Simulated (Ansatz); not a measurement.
A run of Ansatz 0.2.0 is set up as follows.

File input.yaml:

```yaml
crystal:
  lattice:
    - [0.0, 3.861219, 3.861219]
    - [3.861219, 0.0, 3.861219]
    - [3.861219, 3.861219, 0.0]
  atoms:
    - { symbol: Te, position: [0.5, 0.5, 0.5] }
    - { symbol: Te, position: [0.75, 0.75, 0.75] }
    - { symbol: Te, position: [0.25, 0.25, 0.25] }
    - { symbol: Sn, position: [0.0, 0.0, 0.0] }
hamiltonian:
  xc: r2scan
  pseudopotentials: { kind: paw }
kpoints:
  mp_grid: { grid: [6, 6, 6] }
  band_path:
    path:
      - [[0.0, 0.0, 0.0], [0.5, 0.0, 0.5], [0.5, 0.25, 0.75], [0.375, 0.375, 0.75], [0.0, 0.0, 0.0], [0.5, 0.5, 0.5], [0.625, 0.25, 0.625], [0.5, 0.25, 0.75], [0.5, 0.5, 0.5], [0.375, 0.375, 0.75]]
      - [[0.625, 0.25, 0.625], [0.5, 0.0, 0.5]]
    npoints: 14
scf:
  occupations: { method: fermi_dirac, width: 0.05 }
  n_extra_bands: 10
output:
  forces: true
  stress: true
  eigenvalues: true
  fatbands: false
```

Potentials or basis: Ansatz PAW.

Launch:

```bash
$ ansatz run input.yaml --threads 2 --pin off --max-ram 5632MiB --backend cpu --events-out ev --progress --plain --runs-dir out
```

Q: What does it give for the band gap on the k mesh?

A: None (metal or under the smearing width).

Q: Predict the pressure.

A: 0.0 GPa.

Levels at the corners of the path, in eV from the Fermi level:
```tsv
point	band 28	band 29	band 30	band 31	band 32	band 33	band 34	band 35
Γ	-3.44	-3.44	-3.44	-1.94	-1.94	-1.94	3.56	3.56
X	-0.86	-0.69	-0.69	-0.05	0.13	0.13	2.24	3.54
W	-3.72	-0.44	-0.36	0.25	0.25	1.45	2.65	2.65
K	-2.49	-1.31	-0.46	-0.41	0.59	1.19	2.68	3.11
Γ	-3.44	-3.44	-3.44	-1.94	-1.94	-1.94	3.56	3.56
L	-3.57	-2.11	-1.97	0.41	0.41	1.33	1.98	1.98
U	-2.49	-1.31	-0.46	-0.41	0.59	1.19	2.68	3.11
W	-3.72	-0.44	-0.36	0.25	0.25	1.45	2.65	2.65
L	-3.57	-2.11	-1.97	0.41	0.41	1.33	1.98	1.98
K	-2.49	-1.31	-0.46	-0.41	0.59	1.19	2.68	3.11
U	-2.49	-1.31	-0.46	-0.41	0.59	1.19	2.68	3.11
X	-0.86	-0.69	-0.69	-0.05	0.13	0.13	2.24	3.54
```

Caveat: spin-orbit coupling is left out, which moves the levels of the heavy elements; the PAW data sets come from PBE, with cores solved anew for the run's functional, which leaves a small shift of forces and pressure.
